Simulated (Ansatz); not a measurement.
# CsEuCl3: a relaxation

Aim: a sound relaxation of CsEuCl3. The structure is shown as the input types it.

A COD entry behind a cell of this session may itself be a prediction, so a difference from it is no test against experiment.

Computed with Ansatz 0.2.0 (DFT PBEsol, scalar-relativistic, plane waves, PAW; settings changed (as first typed), unless a step's input says otherwise).

5 further runs of the same task are left out: 5 set aside as unsound or not needed.

## Step 1: Starting point

The structure is tetragonal, space group P4mm (No. 99). The conventional cell has a = 5.551 Å, b = 5.551 Å, c = 5.542 Å, α = 90.00°, β = 90.00°, γ = 90.00°. Around Cs (site symmetry 4mm) lie 12 Cl at 3.89 to 3.95 Å. Eu (site symmetry 4mm) is surrounded by 6 Cl at 2.77 to 2.78 Å. Cl (site symmetry 4mm) has 2 Eu at 2.77 Å and 4 Cs at 3.93 Å in its first shell of neighbours. Around Cl (site symmetry 2mm) lie 2 Eu at 2.78 Å and 4 Cs at 3.89 to 3.95 Å.

Structure file:

```
CELL_PARAMETERS angstrom
5.55093 0.00000 0.00000
0.00000 5.55093 0.00000
0.00000 0.00000 5.54176
ATOMIC_POSITIONS crystal
Cs 0.00000 0.00000 0.00133
Eu 0.50000 0.50000 0.49814
Cl 0.50000 0.50000 0.99770
Cl 0.00000 0.50000 0.49441
Cl 0.50000 0.00000 0.49441
```

## Step 2: Running it

input.yaml reads:

```yaml
crystal:
  lattice:
    - [5.550933265, 0.0, 0.0]
    - [0.0, 5.550933265, 0.0]
    - [0.0, 0.0, 5.5417578762]
  atoms:
    - { symbol: Cs, position: [0.0, 0.0, 0.0013309134] }
    - { symbol: Eu, position: [0.5, 0.5, 0.4981435618], spin: 7.46 }
    - { symbol: Cl, position: [0.5, 0.5, 0.9976973504] }
    - { symbol: Cl, position: [0.0, 0.5, 0.4944140872] }
    - { symbol: Cl, position: [0.5, 0.0, 0.4944140872] }
basis:
  ecutwfc: 420
kpoints:
  mp_grid: { grid: [1, 1, 1] }
hamiltonian:
  xc: pbesol
scf:
  occupations: { method: gaussian, width: 0.02 }
  lower_state_search: "off"
  max_iter: 75
output:
  forces: true
  eigenvalues: true
  stress: true
magnetization:
  spin_polarized: true
relax:
  adjacent_minimum: "off"
  f_tol: 0.005
  max_steps: 80
  cell: { stress_tol: 0.05 }
```

Started as:

```console
$ ansatz run input.yaml --threads 8 --pin off --max-ram 14336MiB --backend cpu --events-out ev --progress --plain --runs-dir out
```

Q: Will this input give a usable result? If not, why, and what should change?

This run ends as converged. That alone doesn't make the input a sound one.

In the input, kpoints.mp_grid.grid is [1, 1, 1]. One k-point can't sample the Brillouin zone of so small a cell.

Run again and compare: set kpoints.mp_grid.grid to [6, 6, 6].
